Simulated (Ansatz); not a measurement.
# F2H2HfO2: the cost of one run

Computed with Ansatz 0.2.0, Gaussian basis. Level: the settings change from run to run.

## 1. The relaxed structure

The geometry comes from an earlier relaxation with PBE0-D4 in a triple-zeta def2 set; it is a stationary point, not always the lowest conformer. Hf takes a core potential in def2 sets; no spin-orbit term is included.

SMILES `[OH][Hf]([OH])([F])[F]`, 7 atoms, charge 0, spin multiplicity 1.

Atoms are counted from 1 here; the program's logs count them from 0.

Bond lengths: O1–Hf2 1.911 Å, O1–H6 0.951 Å, Hf2–O3 1.911 Å, Hf2–F4 1.915 Å, Hf2–F5 1.915 Å, O3–H7 0.951 Å. Angles: Hf2–O1–H6 172.5°, O1–Hf2–O3 112.1°, O1–Hf2–F4 109.0°, O1–Hf2–F5 109.1°, O3–Hf2–F4 109.1°, O3–Hf2–F5 109.0°, F4–Hf2–F5 108.5°, Hf2–O3–H7 172.4°.

As a file:

```mol
F2H2HfO2
  3D, bonds by distance, orders not assigned

  7  6  0  0  0  0  0  0  0  0999 V2000
   -1.2959    0.7255    0.8141 O   0  0
   -0.0339    0.0720   -0.4633 Hf  0  0
    1.3827   -0.9089    0.3628 O   0  0
   -0.9387   -1.0659   -1.7099 F   0  0
    0.7085    1.5535   -1.4233 F   0  0
   -1.8512    0.9973    1.5364 H   0  0
    2.0286   -1.3735    0.8832 H   0  0
  1  2  8  0
  2  3  8  0
  2  4  8  0
  2  5  8  0
  1  6  8  0
  3  7  8  0
M  END
```

## 2. PBE/ANO-RCC-VTZP

Set apart from the defaults: charge +1, multiplicity 2, atoms shaken by 0.15 Å, high accuracy, the search for lower states set to light.

File in.yaml:

```yaml
crystal:
  periodic: [false, false, false]
  atoms:
    - {symbol: O, position_ang: [-1.391304, 0.837564, 0.679326]}
    - {symbol: Hf, position_ang: [0.032811, -0.090518, -0.481359]}
    - {symbol: O, position_ang: [1.512848, -1.235874, 0.398779]}
    - {symbol: F, position_ang: [-0.829401, -1.348621, -1.928120]}
    - {symbol: F, position_ang: [0.881878, 1.321219, -1.394375]}
    - {symbol: H, position_ang: [-1.839217, 0.956162, 1.477796]}
    - {symbol: H, position_ang: [1.923821, -1.327782, 1.007599]}
basis:
  gaussian: {orbitals: ANO-RCC-VTZP}
total_charge: 1
magnetization: {spin_polarized: true, initial_magnetization: 1}
hamiltonian: {xc: {name: PBE}}
accuracy: high
scf: {lower_state_search: light}
```

The run is started by

```bash
ansatz run in.yaml --threads 4 --pin off --events-out ev --progress --plain --max-ram 10444MiB
```

What time and memory should one allow on 4 threads of Arm Neoverse V1, shared host?

About 4.5 min, with a peak of 2.6 GiB.
